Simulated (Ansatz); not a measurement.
**CH₃F₃SeSiZn: a ladder of functionals and wavefunction methods**

One table from this session's results is given with a row withheld; the runs are named, their logs left out.

The runs use Ansatz 0.2.0, Gaussian basis; functionals in def2-TZVPP, the program's frozen cores in correlated methods.

The runs, in order: LDA (SPW92), PBE-D4, revPBE-D4, BLYP-D4, r2SCAN-D4, B97M-V, PBE0-D4, B3LYP-D4, r2SCANh-D4, r2SCAN0-D4, HSE06-D4, BHLYP-D4, CAM-B3LYP-D4, LC-ωPBE, ωB97X-V, ωB97M-V, B2PLYP, PBE-QIDH; CCSD(T)/def2-SVP; CCSD(T)/def2-TZVPP; MP2/def2-QZVPP; extrapolation to the limit; RPA on PBE.

## The relaxed structure

The geometry comes from an earlier relaxation with PBE0-D4 in a triple-zeta def2 set; it is a stationary point, not always the lowest conformer.

SMILES `[CH3][Zn][Se][Si](F)(F)F`, 10 atoms, charge 0, spin multiplicity 1.

Atoms are counted from 1 here; the program's logs count them from 0.

Bond lengths: C1–Zn2 1.933 Å, C1–H8 1.091 Å, C1–H9 1.091 Å, C1–H10 1.091 Å, Zn2–Se3 2.327 Å, Se3–Si4 2.208 Å, Si4–F5 1.576 Å, Si4–F6 1.576 Å, Si4–F7 1.593 Å. Angles: Zn2–C1–H8 109.6°, Zn2–C1–H9 110.6°, Zn2–C1–H10 110.4°, H8–C1–H9 108.8°, H8–C1–H10 108.7°, H9–C1–H10 108.8°, C1–Zn2–Se3 176.3°, Zn2–Se3–Si4 89.5°, Se3–Si4–F5 113.4°, Se3–Si4–F6 113.4°, Se3–Si4–F7 110.7°, F5–Si4–F6 106.1°, F5–Si4–F7 106.4°, F6–Si4–F7 106.3°.

Set-up of the first run:

in.yaml reads:

```yaml
crystal:
  periodic: [false, false, false]
  atoms:
    - {symbol: C, position_ang: [0.755790, -2.347444, 0.061085]}
    - {symbol: Zn, position_ang: [0.789088, -0.465267, 0.497988]}
    - {symbol: Se, position_ang: [0.950309, 1.774810, 1.107237]}
    - {symbol: Si, position_ang: [-0.818857, 2.219487, -0.136610]}
    - {symbol: F, position_ang: [-0.529066, 3.254403, -1.289430]}
    - {symbol: F, position_ang: [-2.029579, 2.806634, 0.684016]}
    - {symbol: F, position_ang: [-1.356310, 0.897660, -0.844079]}
    - {symbol: H, position_ang: [0.157583, -2.503429, -0.838424]}
    - {symbol: H, position_ang: [1.766449, -2.717006, -0.120594]}
    - {symbol: H, position_ang: [0.314583, -2.919838, 0.878822]}
basis:
  gaussian: {orbitals: def2-TZVPP}
hamiltonian: {xc: lda}
output: {orbitals: {seedname: orbitals}}
```

Among the steps run: LDA; PBE-D4 (GGA); revPBE-D4 (GGA); BLYP-D4 (GGA); r2SCAN-D4 (meta-GGA); B97M-V (meta-GGA); PBE0-D4 (hybrid); B3LYP-D4 (hybrid); r2SCANh-D4 (hybrid); r2SCAN0-D4 (hybrid); HSE06-D4 (hybrid); BHLYP-D4 (hybrid); CAM-B3LYP-D4 (range-separated); LC-ωPBE (range-separated); ωB97X-V (range-separated); ωB97M-V (range-separated); B2PLYP (double hybrid); PBE-QIDH (double hybrid).

One of the session's tables, all rows but one given; the rest of the session is left out.

It belongs to the step «Frontier levels by functional». 

| functional | HOMO (eV) | gap (eV) |
| --- | --- | --- |
| LDA (SPW92) | -6.69 | 4.83 |
| PBE-D4 | -6.50 | 4.89 |
| revPBE-D4 | -6.43 | 4.93 |
| BLYP-D4 | -6.30 | 4.74 |
| r2SCAN-D4 | -6.80 | 5.52 |
| B97M-V | -6.82 | 5.36 |
| PBE0-D4 | -7.67 | 6.85 |
| B3LYP-D4 | -7.40 | 6.30 |
| r2SCANh-D4 | -7.22 | 6.22 |
| r2SCAN0-D4 | -7.87 | 7.25 |
| HSE06-D4 | -7.27 | 6.10 |
| BHLYP-D4 | -8.65 | 8.51 |
| CAM-B3LYP-D4 | ? | ? |
| LC-ωPBE | -10.29 | 11.45 |
| ωB97X-V | -9.94 | 10.93 |
| ωB97M-V | -9.80 | 10.45 |

Q: Estimate the row for CAM-B3LYP-D4 from the others.

The run gave: HOMO (eV): -8.92; gap (eV): 8.92. In the column «HOMO (eV)» it lies between ωB97M-V (-9.80) and BHLYP-D4 (-8.65).
